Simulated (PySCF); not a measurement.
# SnBrF (SMILES [F][Sn][Br]): PBE0/STO-3G

We compute a single-point energy of SnBrF. The job is set up through a Python script.

The calculation is run with PySCF 2.14.0.

34 further runs of the same task are left out: 18 that didn't finish, 16 set aside as unsound or not needed.

### Step 1. Starting point

SnBrF: 3 atoms, total charge 0, spin state singlet. As SMILES, `[F][Sn][Br]`. The Sn2–Br3 distance was set to 7.042 Å, away from the relaxed value. At this shape a bond of the SMILES string is far longer than usual.

Bond lengths: F1–Sn2 1.936 Å.

### Step 2. The energy at PBE0/STO-3G

File calc.py:

```python
from pyscf import gto, dft

molecule = gto.Mole()
molecule.atom = '''
F     -9.283418     2.321642    -4.848030
Sn    -8.703839    -1.290381    -4.900753
Br     2.964413    -1.230590     1.497419
'''
molecule.basis = 'sto-3g'
molecule.unit = 'bohr'
molecule.max_memory = 1860
molecule.verbose = 3
molecule.build()

mf = dft.RKS(molecule, xc='pbe0')
mf.grids.level = 5
mf.conv_tol = 1e-10
mf.kernel()
if not mf.converged:
    mf = mf.newton().run(mf.mo_coeff, mf.mo_occ)

energy = mf.e_tot
print(f'total energy: {energy:.8f} hartree')
```

Launch:

```sh
OMP_NUM_THREADS=1 python calc.py
```

What values should one expect? Wanted: total energy; dipole moment.

**Answer.** As computed:

At PBE0/STO-3G:

| quantity | value |
| --- | --- |
| total energy | -8608.88551 Eh |
| dipole moment | 33.63 D |

**Reading.** One bond is far stretched, which a spin-restricted single reference describes badly; a broken-symmetry solution may lie lower. The run may have ended on a state above the lowest. Relativity is left out although the molecule holds a heavy atom.
